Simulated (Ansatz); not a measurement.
# C₂H₅FGeSi: vertical ionisation energy

How much energy removes an electron from C₂H₅FGeSi at fixed geometry? The cation is run at each level and the neutral's energy taken from earlier runs.

Method: unrestricted cation, the program's frozen cores in correlated methods; program: Ansatz 0.2.0, Gaussian basis.

Levels to be run: UKS PBE-D4/def2-TZVPP; UKS r2SCAN-D4/def2-TZVPP; UKS PBE0-D4/def2-TZVPP; UKS B3LYP-D4/def2-TZVPP; UKS wB97X-V/def2-TZVPP; UKS wB97M-V/def2-TZVPP; UKS B2PLYP/def2-TZVPP; UHF-CCSD(T)/def2-TZVPP; UHF-MP2/def2-QZVPP; extrapolation to the limit; then −ε(HOMO) from the neutral's earlier runs with LDA (SPW92), PBE-D4, revPBE-D4, BLYP-D4, r2SCAN-D4, B97M-V, PBE0-D4, B3LYP-D4, r2SCANh-D4, r2SCAN0-D4, HSE06-D4, BHLYP-D4, CAM-B3LYP-D4, LC-ωPBE, ωB97X-V, ωB97M-V.

### 1 The geometry

All runs share one geometry, relaxed beforehand with PBE0-D4 in a triple-zeta def2 set.

SMILES `F[SiH2]C#[C][GeH3]`, 10 atoms, charge 0, spin multiplicity 1.

Atoms are counted from 1 here; the program's logs count them from 0.

Bond lengths: F1–Si2 1.596 Å, Si2–C3 1.816 Å, Si2–H6 1.479 Å, Si2–H7 1.479 Å, C3–C4 1.214 Å, C4–Ge5 1.905 Å, Ge5–H8 1.532 Å, Ge5–H9 1.532 Å, Ge5–H10 1.532 Å. Angles: F1–Si2–C3 109.3°, F1–Si2–H6 108.1°, F1–Si2–H7 108.1°, C3–Si2–H6 109.9°, C3–Si2–H7 109.9°, H6–Si2–H7 111.6°, Si2–C3–C4 178.7°, C3–C4–Ge5 179.6°, C4–Ge5–H8 108.2°, C4–Ge5–H9 108.3°, C4–Ge5–H10 108.4°, H8–Ge5–H9 110.6°, H8–Ge5–H10 110.6°, H9–Ge5–H10 110.7°.

### 2 Cation, UKS PBE-D4/def2-TZVPP

in.yaml reads:

```yaml
crystal:
  periodic: [false, false, false]
  atoms:
    - {symbol: F, position_ang: [-1.240040, 2.273155, -2.099778]}
    - {symbol: Si, position_ang: [-0.177285, 1.085324, -2.184637]}
    - {symbol: C, position_ang: [-0.044579, 0.281928, -0.561336]}
    - {symbol: C, position_ang: [0.063488, -0.272604, 0.512684]}
    - {symbol: Ge, position_ang: [0.222120, -1.134777, 2.203988]}
    - {symbol: H, position_ang: [-0.656100, 0.111810, -3.189825]}
    - {symbol: H, position_ang: [1.128744, 1.664279, -2.567394]}
    - {symbol: H, position_ang: [0.783519, -2.541475, 1.972325]}
    - {symbol: H, position_ang: [-1.170260, -1.206623, 2.838317]}
    - {symbol: H, position_ang: [1.173494, -0.312116, 3.078656]}
basis:
  gaussian: {orbitals: def2-TZVPP}
total_charge: 1
magnetization: {spin_polarized: true, initial_magnetization: 1}
hamiltonian: {xc: pbe, dispersion: d4}
```

The run is started by

```sh
$ ansatz run in.yaml --threads 2 --pin off --events-out ev --progress --plain --max-ram 32768MiB --backend cpu
```

After this run come: Cation, UKS r2SCAN-D4/def2-TZVPP; Cation, UKS PBE0-D4/def2-TZVPP; Cation, UKS B3LYP-D4/def2-TZVPP; Cation, UKS wB97X-V/def2-TZVPP; Cation, UKS wB97M-V/def2-TZVPP; Cation, UKS B2PLYP (frozen core)/def2-TZVPP; Cation, UHF-CCSD(T)/def2-TZVPP; Cation, UHF-MP2/def2-QZVPP.

Before running them: what should the planned runs give, taken together? Wanted: ionisation energy, CCSD(T)/CBS; nearest functional by difference; nearest −ε(HOMO); −ε(HOMO) of PBE; T1 of the cation.

As calculated:

```
                        quantity               value
  ionisation energy, CCSD(T)/CBS            10.74 eV
nearest functional by difference   B2PLYP (-0.25 eV)
                nearest −ε(HOMO)  ωB97X-V (-0.11 eV)
                 −ε(HOMO) of PBE             7.10 eV
                T1 of the cation               0.024
```

**Reading.** Energy differences with functionals land within 0.81 eV of the reference. The PBE orbital energy is 3.6 eV too small: a semilocal HOMO is no ionisation energy. Among orbital estimates ωB97X-V comes nearest. Hartree-Fock falls 1.46 eV short, as the neutral has more correlation energy than the cation. The cation may have settled in a state other than its lowest; no search over hole states beyond the program's own was made. Correlated methods include outer-core shells of Ge, which these sets cover unevenly. With outer-core shells in play the reference is unsure by up to some tenths of an eV, so close misses can't be ranked.
